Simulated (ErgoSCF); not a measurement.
# InH2F (SMILES [F][InH2]) at 3 levels

Wanted: a comparison of 3 runs (HF/STO-3G, HF/3-21G, PBE0/3-21G) of InH2F. 

The results are computed with ErgoSCF 3.8.

3 further runs of the same task are left out: 3 set aside as unsound or not needed.

## Step 1: The molecule

InH2F has 4 atoms, charge 0, and is taken as a singlet. As SMILES, `[F][InH2]`. Geometry: relaxed at PBE0-D4/def2-TZVP.

Bond lengths: F1–In2 1.961 Å, In2–H3 1.702 Å, In2–H4 1.702 Å. Angles: F1–In2–H3 110.4°, F1–In2–H4 110.4°, H3–In2–H4 139.2°.

## Step 2: A single-point energy at HF/STO-3G (run 1)

ergo.in reads:

```
set_nthreads(1)
molecule_inline Angstrom
F       -1.631800      -0.629400       0.188600
In       0.194400       0.052300      -0.026300
H        1.304300      -0.965100       0.767900
H        0.188600       1.481900      -0.950400
EOF
tmpdir = "."
basis = "STO-3G"
spin_polarization = 0
scf.use_diagonalization = 1
charge = 0
scf.max_number_of_iterations = 120
scf.output_mulliken_pop = 1
run "HF"
```

The basis set STO-3G is read from a file made from the Basis Set Exchange's data (not shown).

Started as:

```sh
$ ergo < ergo.in
```

What it wrote:

```text
[...]
INSC SCF_general constructor, number of basis functions: 34
[...]
INSC Energy   1 =      -5881.48395520926
[...]
INDE E_LUMO =          0.21863299076
[...]
INSC Energy  11 =      -5782.05528597184  ( diff     -0.000000000000909 )
[...]
RESC CONVERGED after  11 iterations.
RESC FINAL ENERGY:      -5782.05528597184
[...]
INSC SCF: dipole_moment_x [atomic units] =       0.64981314
INSC SCF: dipole_moment_y [atomic units] =       0.24252832
INSC SCF: dipole_moment_z [atomic units] =      -0.07648483
[...]
```

Run time: 3.3 s. Hardware: 1 thread of Arm Neoverse V2, shared host; peak memory 0.26 GiB.

## Step 3: A single-point energy at HF/3-21G (run 2)

job.ego reads:

```
# FH2In, HF
set_nthreads("env")
molecule_inline
F  -3.08365509 -1.18939362 0.35640235
In 0.36736276 0.09883268 -0.04969980
H  2.46476978 -1.82377468 1.45112069
H  0.35640235 2.80038514 -1.79599571
EOF
basis = "3-21G"
tmpdir = "."
scf.use_diagonalization = 1
scf.max_number_of_iterations = 120
spin_polarization = 0
scf.output_mulliken_pop = 1
run "HF"
```

The basis set 3-21G is read from a file made from the Basis Set Exchange's data (not shown).

Started as:

```sh
$ ergo job.ego
```

What it wrote:

```text
[...]
INSC SCF_general constructor, number of basis functions: 44
[...]
INSC Energy   1 =      -4810.06422708249
[...]
INDE E_LUMO =          0.03175711737
[...]
INSC Energy  16 =      -5814.79602984677  ( diff     -0.000000000030923 )
[...]
RESC CONVERGED after  16 iterations.
RESC FINAL ENERGY:      -5814.79602984677
[...]
INSC SCF: dipole_moment_x [atomic units] =       1.14300796
INSC SCF: dipole_moment_y [atomic units] =       0.42662633
INSC SCF: dipole_moment_z [atomic units] =      -0.13451991
[...]
```

Run time: 5.4 s. Hardware: 1 thread of Arm Neoverse V2, shared host; peak memory 0.26 GiB.

## Step 4: A single-point energy at PBE0/3-21G (run 3)

geom.xyz reads:

```xyz
4

F     -1.631800    -0.629400     0.188600
In     0.194400     0.052300    -0.026300
H      1.304300    -0.965100     0.767900
H      0.188600     1.481900    -0.950400
```

job.ego reads:

```
# PBE0 on FH2In
set_nthreads(1)
XC.sparse_mode = 0
XC.radint = 1e-11
scf.use_diagonalization = 1
tmpdir = "."
basis = "3-21G"
spin_polarization = 0
scf.output_mulliken_pop = 1
XC.angint = 41
scf.max_number_of_iterations = 120
molecule "geom.xyz"
run "PBE0"
```

The basis set 3-21G is read from a file made from the Basis Set Exchange's data (not shown).

Started as:

```sh
$ ergo job.ego
```

What it wrote:

```text
[...]
INDF Weighted mixed functional:
[...]
INSC Energy   1 =      -4820.70263645019
[...]
INDE E_LUMO =         -0.05485665343
[...]
INSC Energy  16 =      -5817.23413447770  ( diff     -0.000000000005457 )
[...]
RESC CONVERGED after  16 iterations.
RESC FINAL ENERGY:      -5817.23413447770
[...]
INSC SCF: dipole_moment_x [atomic units] =       0.86600250
INSC SCF: dipole_moment_y [atomic units] =       0.32323352
INSC SCF: dipole_moment_z [atomic units] =      -0.10191732
[...]
```

It took 7.2 s on 1 thread of Arm Neoverse V2, shared host; peak memory 0.26 GiB.

## Step 5: Overview of the runs

```csv
run,level,integration grid,radint,energy (Eh),dipole moment (D),wall time
1,HF/STO-3G,–,–,-5782.055286,1.77,3.3 s
2,HF/3-21G,–,–,-5814.796030,3.12,5.4 s
3,PBE0/3-21G,Turbo,1e-11,-5817.234134,2.36,7.2 s
```

## Step 6: Results

| quantity | value |
| --- | --- |
| run 3: total energy | -5817.23413 Eh |
| run 3: dipole moment | 2.36 D |

What this shows: The dipole moment (its size) runs from 1.77 D (HF/STO-3G) to 3.12 D (HF/3-21G). In run 1 the basis is minimal, so the values are rough. In runs 1, 2, 3 relativity is left out where basis or elements ask for it. All runs together took 16 s, the longest 7.2 s.
